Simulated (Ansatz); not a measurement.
# FGeH5O3: the cost of one run

Method: RKS B3LYP-D4/def2-SVP, in Ansatz 0.2.0.

### Step 1. Starting point

Bond lengths: Ge1–F2 2.110 Å, Ge1–O3 1.717 Å, Ge1–O4 1.746 Å, Ge1–O5 1.711 Å, O3–H8 0.958 Å, O4–H9 0.957 Å, O5–H10 0.955 Å. Angles: F2–Ge1–O3 86.6°, F2–Ge1–O4 157.6°, F2–Ge1–O5 85.1°, O3–Ge1–O4 104.9°, O3–Ge1–O5 122.6°, O4–Ge1–O5 103.7°, Ge1–O3–H8 114.7°, Ge1–O4–H9 116.3°, Ge1–O5–H10 114.3°.

As a file:

```xyz
10

Ge   -0.0703   -0.1744   -0.0218
F     1.3907    1.3379   -0.1981
O     0.9158   -0.8412    1.2157
O    -1.6503   -0.8695    0.2383
O     0.2252   -0.4486   -1.6850
H     0.3270    1.8478    0.0614
H    -0.6214    1.7165    0.2786
H     1.8381   -0.5868    1.1733
H    -1.8201   -1.2230    1.1115
H    -0.5349   -0.7586   -2.1738
```

### Step 2. Pulling towards end A

Springs on the bonds that form and break draw the guess towards this end; the thresholds are loose.

input.yaml reads:

```yaml
crystal:
  periodic: [false, false, false]
  atoms:
    - { symbol: Ge, position_ang: [-0.0703, -0.1744, -0.0218] }
    - { symbol: F, position_ang: [1.3907, 1.3379, -0.1981] }
    - { symbol: O, position_ang: [0.9158, -0.8412, 1.2157] }
    - { symbol: O, position_ang: [-1.6503, -0.8695, 0.2383] }
    - { symbol: O, position_ang: [0.2252, -0.4486, -1.685] }
    - { symbol: H, position_ang: [0.327, 1.8478, 0.0614] }
    - { symbol: H, position_ang: [-0.6214, 1.7165, 0.2786] }
    - { symbol: H, position_ang: [1.8381, -0.5868, 1.1733] }
    - { symbol: H, position_ang: [-1.8201, -1.223, 1.1115] }
    - { symbol: H, position_ang: [-0.5349, -0.7586, -2.1738] }
basis:
  gaussian: { orbitals: def2-SVP }
hamiltonian:
  xc: b3lyp
  dispersion: d4
relax:
  f_tol: 0.15
  max_steps: 25
  restrain:
    - { distance: [0, 6], at: 2.81, k: 30.0 }
    - { distance: [5, 1], at: 2.18, k: 30.0 }
    - { distance: [0, 1], at: 1.77, k: 30.0 }
    - { distance: [5, 6], at: 0.62, k: 30.0 }
```

The run is started by

```console
> ansatz run input.yaml --threads 2 --pin off --max-ram 3072MiB --backend cpu --events-out ev --progress --plain --runs-dir out
```

What time and memory should one allow on 2 threads of Arm Neoverse V1, shared host?

About 58 s, with a peak of 0.28 GiB.
